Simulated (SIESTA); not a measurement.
Runs of SIESTA 5.4.2 on Zr3S2. Symmetry: R32, No. 155, trigonal system. The conventional cell has a = 5.805 Å, b = 5.805 Å, c = 10.463 Å, α = 90.00°, β = 90.00°, γ = 120.00°. Zr (site symmetry 2) has 4 S at 2.61 to 2.62 Å as nearest neighbours. S (site symmetry 3) is surrounded by 6 Zr at 2.61 to 2.62 Å. The cell comes from a database or a generator and needn't be the stable form of this composition.

```tsv
task	level	potentials or basis	gap on the mesh (eV)	pressure (GPa)	V0 of scaled cells (Å³/atom)	B0 (GPa)	largest force (eV/Å)
band structure	PBE	PseudoDojo 0.4 standard (PBE files), DZP (energy shift 0.003 Ry; two zetas on semicore shells)	none	0.6	-	-	(b)
equation of state	PBE	PseudoDojo 0.4 standard (PBE files), DZP (energy shift 0.003 Ry; two zetas on semicore shells)	-	-	20.46	118	-
band structure	PBEsol	PseudoDojo 0.4 standard (PBEsol files), DZP (energy shift 0.003 Ry; two zetas on semicore shells)	none	(c)	-	-	0.01
equation of state	PBEsol	PseudoDojo 0.4 standard (PBEsol files), DZP (energy shift 0.003 Ry; two zetas on semicore shells)	-	-	19.77	(a)	-
```

Alike in all rows: no spin polarisation; cell as given; k mesh 6 × 6 × 6; smearing fermi-dirac 0.05 eV; grid cutoff 800 Ry; energy shift 0.003 Ry.

Q: Fill in the values left out.

A: (a) 129; (b) 0.07; (c) -3.6.

Caveats: the basis of atomic orbitals isn't converged, which shifts pressures, moduli and gaps; the cell was scaled at fixed shape and fractional positions, which overstates the stiffness of a crystal with free parameters, most of all of layers and chains (some runs).

A k mesh can miss the band edges, and the runs leave out spin-orbit coupling on Zr.

A gap of «none» marks a metal or a gap under the smearing width.

Not every run made on this cell is shown here.
